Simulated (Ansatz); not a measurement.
# C3H6Cl2Si: the cost of one run

Method: RKS PBE/STO-3G, in Ansatz 0.2.0.

1 further run of the same task is left out (it didn't finish).

**1. The structure to begin with**

Bond lengths: C1–Si2 1.855 Å, Si2–Cl3 2.023 Å, Si2–C5 1.777 Å, C4–C5 1.461 Å, C5–Cl6 1.776 Å, C1–H7 1.050 Å, C1–H8 1.124 Å, C1–H9 1.124 Å, C4–H10 1.022 Å, C4–H11 1.154 Å, C5–H12 1.102 Å. Angles (14 of 18 angles, heavy atoms first): C1–Si2–Cl3 108.7°, C1–Si2–C5 123.3°, Cl3–Si2–C5 114.3°, Si2–C5–C4 89.9°, Si2–C5–Cl6 116.1°, C4–C5–Cl6 119.5°, Si2–C1–H7 112.6°, Si2–C1–H8 106.2°, Si2–C1–H9 110.4°, Si2–C5–H12 112.9°, C4–C5–H12 113.4°, Cl6–C5–H12 105.0°, C5–C4–H10 123.3°, C5–C4–H11 114.0°.

Structure file:

```xyz
12

C    -0.7994   -0.8845    1.3244
Si    0.3419    0.4498    0.7271
Cl    2.2306   -0.0172    1.2808
C     0.5372   -0.0908   -1.4980
C     0.2155    1.1945   -0.8819
Cl   -1.3302    1.9841   -1.2591
H    -0.5632   -1.8260    0.9244
H    -1.8296   -0.5908    0.9854
H    -0.8454   -0.8878    2.4472
H     1.4710   -0.5051   -1.4749
H    -0.3323   -0.8491   -1.4835
H     0.9807    1.9675   -1.0578
```

**2. Relaxing the start**

File input.yaml:

```yaml
crystal:
  periodic: [false, false, false]
  atoms:
    - { symbol: C, position_ang: [-0.7994, -0.8845, 1.3244] }
    - { symbol: Si, position_ang: [0.3419, 0.4498, 0.7271] }
    - { symbol: Cl, position_ang: [2.2306, -0.0172, 1.2808] }
    - { symbol: C, position_ang: [0.5372, -0.0908, -1.498] }
    - { symbol: C, position_ang: [0.2155, 1.1945, -0.8819] }
    - { symbol: Cl, position_ang: [-1.3302, 1.9841, -1.2591] }
    - { symbol: H, position_ang: [-0.5632, -1.826, 0.9244] }
    - { symbol: H, position_ang: [-1.8296, -0.5908, 0.9854] }
    - { symbol: H, position_ang: [-0.8454, -0.8878, 2.4472] }
    - { symbol: H, position_ang: [1.471, -0.5051, -1.4749] }
    - { symbol: H, position_ang: [-0.3323, -0.8491, -1.4835] }
    - { symbol: H, position_ang: [0.9807, 1.9675, -1.0578] }
basis:
  gaussian: { orbitals: STO-3G }
hamiltonian:
  xc: pbe
relax:
  f_tol: 0.02
  max_steps: 40
scf:
  lower_state_search: "off"
output:
  orbitals: {}
```

The run is started by

```sh
> ansatz run input.yaml --threads 1 --pin off --max-ram 2048MiB --backend cpu --events-out ev --progress --plain --runs-dir out
```

What time and memory should one allow on 1 thread of Arm Neoverse V1, shared host?

About 39 s, with a peak of 0.12 GiB.
